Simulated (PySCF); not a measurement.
# C3H10GeOSi: electronic excitations

Aim: predict the electronic excitations of C3H10GeOSi (`CO[C@@H]1C[SiH2][GeH2]1`).

Programs: PySCF 2.14.0, with density-fitted response routines of our own. Each step states its level of theory. These are calculated values for one molecule in the gas phase, unless marked as measured. Atoms are numbered from 0 throughout.

## Step 1: Starting geometry

16 atoms, charge 0, multiplicity 1; geometry from: GFN2-xTB.

Bonds of the start (Å): C0–O1 1.40, O1–C2 1.42, C2–C3 1.54, C3–Si4 1.91, Si4–Ge5 2.36, Ge5–C2 2.01, C0–H6 1.10, C0–H7 1.09, C0–H8 1.10, C2–H9 1.10, C3–H10 1.09, C3–H11 1.09, Si4–H12 1.46, Si4–H13 1.47, Ge5–H14 1.51, Ge5–H15 1.52.

## Step 2: Excited states and response: wB97X-D/def2-SVPD

The job: settings as JSON, then the geometry in Å.

```
{"job": {"kind": "uv", "xc": "wB97X-D", "basis": "def2-SVPD", "nstates": 8, "ntriplets": 3}, "charge": 0, "multiplicity": 1}
C     -2.089359    -0.663512     0.687619
O     -1.074750     0.303762     0.629242
C     -0.353929     0.368398    -0.597285
C      0.622927    -0.815808    -0.753669
Si     2.029440    -0.248615     0.413985
Ge     0.958789     1.800181    -0.069654
H     -1.689247    -1.682883     0.737459
H     -2.661370    -0.463396     1.592661
H     -2.750581    -0.586755    -0.184104
H     -1.062867     0.433785    -1.433226
H      0.975769    -0.843304    -1.786723
H      0.154792    -1.779182    -0.551814
H      1.897231    -0.729640     1.788523
H      3.378210    -0.519224    -0.093066
H      0.269397     2.771955     0.857310
H      1.387948     2.663184    -1.248669
```

Level: TDDFT wB97X-D/def2-SVPD, vertical, gas phase, core orbitals frozen in the response.

On the command line:

```console
> OMP_NUM_THREADS=1 python probes_run.py task.json out
```

The driver reads the jobs from task.json and runs them one after another.

What will the session give for the following? lowest singlet (wB97X-D/def2-SVPD); brightest single state of those computed; lowest triplet. Wanted: lowest singlet; brightest single state of those computed; lowest triplet.

**Answer**, as computed:

```
                                quantity                        value
      lowest singlet (wB97X-D/def2-SVPD)  6.38 eV (194 nm), f = 0.029
brightest single state of those computed  state 4, 6.85 eV, f = 0.163
                          lowest triplet                      5.66 eV
```

What this shows: The lowest singlet, at 6.38 eV, is HOMO→LUMO 0.80, HOMO−2→LUMO 0.09 and is weak; of the 8 states computed, the strongest absorption comes from state 4 at 6.85 eV. The lowest triplet lies 0.72 eV below the lowest singlet (triplets in Tamm-Dancoff, singlets in full TDDFT).
